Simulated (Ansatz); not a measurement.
**Zn2C: stress in a strained cell**

Aim: deform Zn2C (x and y strained by -2 %, z held) and compute stress, forces and field gradients with LAPW, PAW and all-electron datasets made for the crystal.

Program: Ansatz 0.2.0. Level of theory: DFT PBE, scalar-relativistic. These are calculated values, not measurements.

It takes space group Fm-3m (No. 225, cubic). The conventional cell has a = 5.209 Å, b = 5.209 Å, c = 5.209 Å, α = 90.00°, β = 90.00°, γ = 90.00°. C (site symmetry m-3m) is surrounded by 8 Zn at 2.26 Å. Around Zn (site symmetry -43m) lie 4 C at 2.26 Å.

Structure file:

```cif
data_structure
_symmetry_space_group_name_H-M 'P 1'
_symmetry_Int_Tables_number 1
_cell_length_a 3.6832
_cell_length_b 3.6832
_cell_length_c 3.6832
_cell_angle_alpha 60.000
_cell_angle_beta 60.000
_cell_angle_gamma 60.000
_cell_volume 35.33
loop_
_atom_site_label
_atom_site_type_symbol
_atom_site_fract_x
_atom_site_fract_y
_atom_site_fract_z
_atom_site_occupancy
C1 C 0.00000 0.00000 0.00000 1
Zn1 Zn 0.25000 0.25000 0.25000 1
Zn2 Zn 0.75000 0.75000 0.75000 1
```

Atoms are numbered in the order of the input: C1, Zn2, Zn3.

Space group Fm-3m before, I4/mmm after.

```
                                 quantity                                           value
                                 pressure  LAPW 5.80, PAW 5.86, crystal datasets 5.80 GPa
largest shear or deviatoric stress (LAPW)                                        3.34 GPa
```

In words: The largest part of the stress beyond the pressure is 3.34 GPa in size, in the zz component; the atoms are carried along and not relaxed. PAW: stress within 0.06 GPa of LAPW. Crystal datasets: stress within 0.01 GPa of LAPW.

Which input would start the first run of this session?

The input that was used; it is not the only one that fits:

Input file input.yaml:

```yaml
crystal:
  lattice:
    - [0.0, 2.5523370305, 2.6044255414]
    - [2.5523370305, 0.0, 2.6044255414]
    - [2.5523370305, 2.5523370305, 0.0]
  atoms:
    - { symbol: C, position: [0.0, 0.0, 0.0] }
    - { symbol: Zn, position: [0.25, 0.25, 0.25] }
    - { symbol: Zn, position: [0.75, 0.75, 0.75] }
kpoints:
  mp_grid: { grid: [11, 11, 11] }
scf:
  occupations: { method: fermi_dirac, width: 0.08 }
hamiltonian:
  xc: pbe
  pseudopotentials: { kind: all_electron, lapw: { basis_error: 0.0005 } }
output:
  forces: true
  stress: true
  eigenvalues: true
```

The run is started by

```bash
> ansatz run input.yaml --threads 1 --pin off --max-ram 4096MiB --backend cpu --events-out ev --progress --plain --runs-dir out
```
